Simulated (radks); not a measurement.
# Pb²⁺ in [Kr] 4d10 4f14 5s2 5p4 5d10 6s2 7s2: an all-electron calculation

One table from this session's results is given with a row withheld; the runs are named, their logs left out.

The numbers are computed with radks (a radial shooting solver on a logarithmic mesh, Libxc functionals) version 1 (non-relativistic Kohn-Sham, BP86, spin-unpolarised, spherical densities, point nucleus), except any that are marked as measured or tabulated.

### The atom as given

| Property | Result |
| --- | --- |
| element | lead (Z = 82) |
| charge | +2 |
| electrons | 80 |
| configuration | [Kr] 4d10 4f14 5s2 5p4 5d10 6s2 7s2 |

Outer shells as boxes (Hund's rule):

Pb²⁺
```
[Kr] core
4d [↑↓][↑↓][↑↓][↑↓][↑↓]
4f [↑↓][↑↓][↑↓][↑↓][↑↓][↑↓][↑↓]
5s [↑↓]
5p [↑↓][↑ ][↑ ]
5d [↑↓][↑↓][↑↓][↑↓][↑↓]
6s [↑↓]
7s [↑↓]
```

The first run:

Settings of this run:

```text
Z 82
configuration [Kr] 4d10 4f14 5s2 5p4 5d10 6s2 7s2
relativity non-relativistic
functional b88,p86
spin unpolarised
nucleus point
```

One table of the session follows, with a row left open; its other results are not shown here.

It belongs to the step «Orbitals and density». Sizes of the orbitals, from the radial functions (bohr):

```
level      <r>  outermost maximum (interpolated)  90 % within  nodes
   1s  0.01846                            0.0123       0.0328      0
   2s  0.07761                            0.0665        0.119      1
   2p  0.06555                            0.0516        0.106      0
   3s   0.1952                             0.181        0.284      2
   3p   0.1857                             0.170        0.276      1
   3d   0.1619                             0.134        0.250      0
   4s   0.4266                             0.402        0.609      3
   4p   0.4292                             0.400        0.620      2
   4d   0.4334                             0.391        0.643      1
   4f        ?                                 ?            ?      ?
   5s   0.9364                             0.870         1.33      4
   5p   0.9982                             0.912         1.43      3
   5d    1.195                              1.04         1.77      2
   6s    2.164                              1.98         3.07      5
   7s    4.563                              4.38         6.33      6
```

Estimate the missing values for 4f.

**Answer.** <r>: 0.4429; outermost maximum (interpolated): 0.345; 90 % within: 0.699; nodes: 0. In the column «<r>» it lies between 4d (0.4334) and 5s (0.9364).
